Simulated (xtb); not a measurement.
# CH6GeOSi (SMILES C[SiH]1[O][GeH2]1) at GFN2-xTB

Wanted: a geometry optimisation of CH6GeOSi. 

The results are computed with xtb 6.7.1.

3 further runs of the same task are left out: 1 for a known fault of the program, 1 that didn't finish, 1 set aside as unsound or not needed.

### 1 The system as given

CH6GeOSi has 10 atoms, charge 0, and is taken as a singlet. SMILES: `C[SiH]1[O][GeH2]1`. Geometry: optimised at GFN2-xTB. The run starts from this shape.

Bond lengths: C1–Si2 1.889 Å, Si2–O3 1.535 Å, Si2–Ge4 2.557 Å, C1–H5 1.087 Å, C1–H6 1.087 Å, C1–H7 1.087 Å, Si2–H8 1.457 Å, Ge4–H9 1.570 Å, Ge4–H10 1.575 Å. Some angles: C1–Si2–O3 123.6°, C1–Si2–Ge4 110.0°, O3–Si2–Ge4 63.5°, C1–Si2–H8 113.1°, O3–Si2–H8 122.1°, Ge4–Si2–H8 108.6°, Si2–C1–H5 110.7°, Si2–C1–H6 111.6°, Si2–C1–H7 110.7°, Si2–Ge4–H9 111.7°. A long bond or contact: O3–Ge4 2.323 Å.

### 2 A geometry optimisation at GFN2-xTB

Contents of .CHRG:

```
0
```

Contents of .UHF:

```
0
```

Contents of in.coord:

```
$coord angs
    -1.2239600    -0.0187400    -1.2267400  C
    -0.3057800    -0.7706800     0.2424600  Si
     1.1966200    -1.0830900     0.2357500  O
     1.2268100     0.9790500     1.3051000  Ge
    -1.6391000    -0.7980500    -1.8606500  H
    -2.0469400     0.6136000    -0.9026200  H
    -0.5509900     0.5804500    -1.8351100  H
    -1.1997900    -1.2898400     1.2697800  H
     2.1808300     0.3399500     2.3764500  H
     2.4452900     1.3962500     0.3986900  H
$end
```

Started as:

```bash
$ xtb in.coord --norestart --dipole --opt tight --gfn 2 | tee run.log
```

Q: Predict the results. Wanted: total energy at the end; dipole moment; HOMO energy; LUMO energy; HOMO–LUMO gap; dispersion energy; mean polarisability.

Computed results:

Level: GFN2-xTB.

```
                      quantity          value
       total energy at the end   -12.95367 Eh
                 dipole moment         5.19 D
                   HOMO energy       -9.99 eV
                   LUMO energy       -6.99 eV
                 HOMO–LUMO gap        3.00 eV
             dispersion energy  -15.89 kJ/mol
mean polarisability (D4 model)     79.4 bohr³
```

**Reading.** At the final geometry: Bond lengths: C1–Si2 1.889 Å, Si2–O3 1.535 Å, Si2–Ge4 2.545 Å, C1–H5 1.087 Å, C1–H6 1.087 Å, C1–H7 1.087 Å, Si2–H8 1.458 Å, Ge4–H9 1.569 Å, Ge4–H10 1.572 Å. Some angles: C1–Si2–O3 123.5°, C1–Si2–Ge4 109.9°, O3–Si2–Ge4 63.9°, C1–Si2–H8 113.2°, O3–Si2–H8 122.0°, Ge4–Si2–H8 108.7°, Si2–C1–H5 110.7°, Si2–C1–H6 111.6°, Si2–C1–H7 110.7°, Si2–Ge4–H9 111.5°. A long bond or contact: O3–Ge4 2.323 Å. The optimisation took 5 steps and changed the energy by -0.000 eV.
